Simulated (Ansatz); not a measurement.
**C2H8OSi2: a ladder of functionals and wavefunction methods**

An exercise on one series of results from a longer session: the logs are not shown, and one member is left open.

Method: functionals in def2-TZVPP, the program's frozen cores in correlated methods; program: Ansatz 0.2.0, Gaussian basis.

Plan: LDA (SPW92), PBE-D4, revPBE-D4, BLYP-D4, r2SCAN-D4, B97M-V, PBE0-D4, B3LYP-D4, r2SCANh-D4, r2SCAN0-D4, HSE06-D4, BHLYP-D4, CAM-B3LYP-D4, LC-ωPBE, ωB97X-V, ωB97M-V, B2PLYP, PBE-QIDH; CCSD(T)/def2-SVP; CCSD(T)/def2-TZVPP; MP2/def2-QZVPP; extrapolation to the limit; RPA on PBE.

## The geometry

All runs share one geometry, relaxed beforehand with PBE0-D4 in a triple-zeta def2 set.

SMILES `C1C[SiH2][SiH2]O1`, 13 atoms, charge 0, spin multiplicity 1.

Atoms are counted from 1 here; the program's logs count them from 0.

Bond lengths: C1–C2 1.531 Å, C1–O5 1.420 Å, C1–H6 1.098 Å, C1–H7 1.093 Å, C2–Si3 1.899 Å, C2–H8 1.093 Å, C2–H9 1.095 Å, Si3–Si4 2.337 Å, Si3–H10 1.489 Å, Si3–H11 1.486 Å, Si4–O5 1.663 Å, Si4–H12 1.485 Å, Si4–H13 1.490 Å. Angles: C2–C1–O5 112.1°, C2–C1–H6 109.9°, C2–C1–H7 111.0°, O5–C1–H6 109.7°, O5–C1–H7 106.7°, H6–C1–H7 107.3°, C1–C2–Si3 108.5°, C1–C2–H8 110.5°, C1–C2–H9 109.5°, Si3–C2–H8 112.8°, Si3–C2–H9 108.0°, H8–C2–H9 107.5°, C2–Si3–Si4 89.5°, C2–Si3–H10 112.1°, C2–Si3–H11 112.6°, Si4–Si3–H10 114.6°, Si4–Si3–H11 118.0°, H10–Si3–H11 108.9° and more.

Coordinates:

```mol
C2H8OSi2
  3D, bonds by distance, orders not assigned

 13 13  0  0  0  0  0  0  0  0999 V2000
   -1.0050    0.9561    0.2655 C   0  0
   -0.5700   -0.2331    1.1257 C   0  0
    1.0772   -0.8940    0.4492 Si  0  0
    0.5398   -0.0225   -1.6512 Si  0  0
   -0.8667    0.6908   -1.1227 O   0  0
   -0.4188    1.8457    0.5327 H   0  0
   -2.0574    1.1976    0.4357 H   0  0
   -0.5105    0.0576    2.1775 H   0  0
   -1.3136   -1.0325    1.0460 H   0  0
    2.2491   -0.2513    1.1053 H   0  0
    1.1993   -2.3691    0.5827 H   0  0
    0.2035   -0.9698   -2.7444 H   0  0
    1.4934    0.9897   -2.1874 H   0  0
  1  2  8  0
  2  3  8  0
  3  4  8  0
  4  5  8  0
  1  6  8  0
  1  7  8  0
  2  8  8  0
  2  9  8  0
  3 10  8  0
  3 11  8  0
  4 12  8  0
  4 13  8  0
  1  5  8  0
M  END
```

The first run:

Input file in.yaml:

```yaml
crystal:
  periodic: [false, false, false]
  atoms:
    - {symbol: C, position_ang: [-1.004967, 0.956102, 0.265487]}
    - {symbol: C, position_ang: [-0.570015, -0.233150, 1.125661]}
    - {symbol: Si, position_ang: [1.077157, -0.893952, 0.449201]}
    - {symbol: Si, position_ang: [0.539792, -0.022531, -1.651249]}
    - {symbol: O, position_ang: [-0.866742, 0.690767, -1.122678]}
    - {symbol: H, position_ang: [-0.418821, 1.845749, 0.532699]}
    - {symbol: H, position_ang: [-2.057354, 1.197562, 0.435715]}
    - {symbol: H, position_ang: [-0.510498, 0.057587, 2.177511]}
    - {symbol: H, position_ang: [-1.313555, -1.032517, 1.046040]}
    - {symbol: H, position_ang: [2.249077, -0.251273, 1.105255]}
    - {symbol: H, position_ang: [1.199310, -2.369065, 0.582713]}
    - {symbol: H, position_ang: [0.203532, -0.969754, -2.744386]}
    - {symbol: H, position_ang: [1.493385, 0.989676, -2.187368]}
basis:
  gaussian: {orbitals: def2-TZVPP}
hamiltonian: {xc: lda}
output: {orbitals: {seedname: orbitals}}
```

Among the steps run: LDA; PBE-D4 (GGA); revPBE-D4 (GGA); BLYP-D4 (GGA); r2SCAN-D4 (meta-GGA); B97M-V (meta-GGA); PBE0-D4 (hybrid); B3LYP-D4 (hybrid); r2SCANh-D4 (hybrid); r2SCAN0-D4 (hybrid); HSE06-D4 (hybrid); BHLYP-D4 (hybrid); CAM-B3LYP-D4 (range-separated); LC-ωPBE (range-separated); ωB97X-V (range-separated); ωB97M-V (range-separated); B2PLYP (double hybrid); PBE-QIDH (double hybrid).

One of the session's tables, all rows but one given; the rest of the session is left out.

It belongs to the step «Orbital energies across the functionals». 

```
  functional  HOMO (eV)  gap (eV)
 LDA (SPW92)      -6.51      5.30
      PBE-D4      -6.40      5.41
   revPBE-D4      -6.35      5.46
     BLYP-D4      -6.26      5.42
   r2SCAN-D4      -6.66      6.00
      B97M-V      -6.77      5.87
     PBE0-D4      -7.57      7.41
    B3LYP-D4      -7.37      7.01
  r2SCANh-D4      -7.09      6.71
  r2SCAN0-D4      -7.74      7.77
    HSE06-D4      -7.18      6.64
    BHLYP-D4          ?         ?
CAM-B3LYP-D4      -8.86      9.67
     LC-ωPBE     -10.15     12.09
     ωB97X-V      -9.84     11.63
     ωB97M-V      -9.64     11.09
```

**Question.** Estimate the row for BHLYP-D4.

Worked estimate for «HOMO (eV)». Against the share of exact exchange, BLYP-D4 (0, -6.26), B3LYP-D4 (0.2, -7.37) give a slope of -5.55 per unit share; at 0.5 the line stands at -9.03.

The run gave: HOMO (eV): -8.63; gap (eV): 9.30. In «HOMO (eV)» the line misses by -0.40.
